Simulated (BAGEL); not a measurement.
**RI-MP2/STO-3G (density fitting with svp-jkfit) run of GaH3F− (SMILES [F][GaH3-])**

We compute an optimisation with harmonic vibrations of GaH3F−. 

Program for the calculation: BAGEL 1.2.2.

8 further runs of the same task are left out: 4 that didn't finish, 4 set aside as unsound or not needed.

## 1. The structure to begin with

The species is GaH3F− (5 atoms), meant as a singlet with charge -1. As SMILES, `[F][GaH3-]`. One bond was lengthened or shortened from a relaxed shape. The run starts from this shape.

Bond lengths: F1–Ga2 1.603 Å, Ga2–H3 1.554 Å, Ga2–H4 1.555 Å, Ga2–H5 1.553 Å. Angles: F1–Ga2–H3 106.4°, F1–Ga2–H4 106.1°, F1–Ga2–H5 106.7°, H3–Ga2–H4 112.4°, H3–Ga2–H5 112.1°, H4–Ga2–H5 112.7°.

## 2. An optimisation with harmonic vibrations at RI-MP2/STO-3G (density fitting with svp-jkfit)

calc.json reads:

```json
{ "bagel": [

{
  "title": "molecule",
  "basis": "sto-3g",
  "df_basis": "svp-jkfit",
  "angstrom": false,
  "geometry": [
    { "atom": "F", "xyz": [    -0.84577905,    -0.83834298,     2.59155718 ] },
    { "atom": "Ga", "xyz": [     0.05559574,     0.05087143,    -0.15932281 ] },
    { "atom": "H", "xyz": [    -1.65137497,     2.32385291,    -0.89542783 ] },
    { "atom": "H", "xyz": [    -0.33504844,    -2.26037701,    -1.93035524 ] },
    { "atom": "H", "xyz": [     2.87674898,     0.82278675,     0.08796675 ] }
  ]
},

{
  "title": "optimize",
  "internal": false,
  "maxiter": 40,
  "method": [
    {
      "title": "mp2",
      "charge": -1,
      "ncore": 10
    }
  ]
},

{
  "title": "hessian",
  "method": [
    {
      "title": "mp2",
      "charge": -1,
      "ncore": 10
    }
  ]
}

]}
```

Launch:

```
BAGEL_NUM_THREADS=1 BAGEL calc.json > calc.out
```

**Question.** What will come out? Wanted: total energy at the end; lowest harmonic wavenumber; highest harmonic wavenumber; zero-point energy.

Answer, from the run:

Level: RI-MP2/STO-3G (density fitting with svp-jkfit), 10 core orbitals frozen.

| quantity | value |
| --- | --- |
| total energy at the end | -2000.66098 Eh |
| lowest harmonic wavenumber | 498 cm⁻¹ |
| highest harmonic wavenumber | 2368 cm⁻¹ |
| zero-point energy | 61.5 kJ/mol |

In words: At the final geometry: Bond lengths: F1–Ga2 1.816 Å, Ga2–H3 1.305 Å, Ga2–H4 1.304 Å, Ga2–H5 1.305 Å. Angles: F1–Ga2–H3 102.1°, F1–Ga2–H4 102.1°, F1–Ga2–H5 102.1°, H3–Ga2–H4 115.8°, H3–Ga2–H5 115.5°, H4–Ga2–H5 115.9°. All 9 modes are real, so the shape is a minimum at this level.
